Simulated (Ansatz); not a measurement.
**Cr: relaxation and properties**

Aim: for Cr, relax cell and atoms, compute bands, density of states and charges and compare with the cell as listed.

This is Cr in the hcp structure; at room conditions it is bcc.

Program: Ansatz 0.2.0. Level of theory: DFT PBEsol, scalar-relativistic, plane waves, PAW. These are calculated values, not measurements.

**1. The system as given**

It takes space group P6_3/mmc (No. 194, hexagonal). Conventional cell: a = 2.714 Å, b = 2.714 Å, c = 4.410 Å, α = 90.00°, β = 90.00°, γ = 120.00°. Cr (site symmetry -6m2) has 12 Cr at 2.71 Å in its first shell of neighbours.

Structure file:

```cif
data_structure
_symmetry_space_group_name_H-M 'P 1'
_symmetry_Int_Tables_number 1
_cell_length_a 2.7140
_cell_length_b 2.7140
_cell_length_c 4.4100
_cell_angle_alpha 90.000
_cell_angle_beta 90.000
_cell_angle_gamma 120.000
_cell_volume 28.13
loop_
_atom_site_label
_atom_site_type_symbol
_atom_site_fract_x
_atom_site_fract_y
_atom_site_fract_z
_atom_site_occupancy
Cr1 Cr 0.33333 0.66667 0.25000 1
Cr2 Cr 0.66667 0.33333 0.75000 1
```

Source of the structure: the Crystallography Open Database.

(A quick probe on a coarse mesh, which set the mesh and smearing, is not shown.)

**3. A loose first relaxation**

input.yaml reads:

```yaml
crystal:
  lattice:
    - [2.714, 0.0, 0.0]
    - [-1.357, 2.3503929459, 0.0]
    - [0.0, 0.0, 4.41]
  atoms:
    - { symbol: Cr, position: [0.3333333333, 0.6666666667, 0.25], spin: 0.95 }
    - { symbol: Cr, position: [0.6666666667, 0.3333333333, 0.75], spin: 0.95 }
basis:
  ecutwfc: 420
kpoints:
  mp_grid: { grid: [12, 12, 4] }
hamiltonian:
  xc: pbesol
scf:
  occupations: { method: gaussian, width: 0.1 }
output:
  forces: true
  stress: true
  eigenvalues: true
  populations: true
magnetization:
  spin_polarized: true
relax:
  adjacent_minimum: "off"
  f_tol: 0.05
  max_steps: 80
  cell: { stress_tol: 0.5 }
```

Launch:

```console
> ansatz run input.yaml --threads 1 --pin off --max-ram 2560MiB --backend cpu --events-out ev --progress --plain --runs-dir out
```

Further runs follow: the relaxation; static run: bands, density of states and charges; the cell as listed, for comparison.

**Question.** What will these runs give? Wanted: relaxed cell; volume; gap; states at the Fermi level; Bader charges; listed cell.

The runs gave:

| quantity | value |
| --- | --- |
| relaxed cell | a = 2.456 Å, b = 2.456 Å, c = 4.398 Å, α = 90.00°, β = 90.00°, γ = 120.00° |
| space group (0.01 Å) | P6_3/mmc (No. 194) |
| volume | 11.48 Å³/atom |
| gap | none (metal) |
| states at the Fermi level | 2.92 per eV per cell |
| Bader charges | Cr +0.00 e |
| listed cell | 384.6 meV/atom above the relaxed cell, -34.1 GPa, gap none (metal) |

**Reading.** The relaxed volume is 18.4 % smaller than at the start. The shape changed too: the edges of the input's cell moved by -9.5, -9.5, -0.3 %. There is no gap at this level. Of the projected weight within 0.25 eV of the Fermi level, the largest part is Cr 3d (94 %). The listed cell costs 384.6 meV/atom and carries a pressure of -34.1 GPa at this level. Some metallic runs here have no spin polarisation while others do; where cell and settings agree, the difference is what magnetism gains.
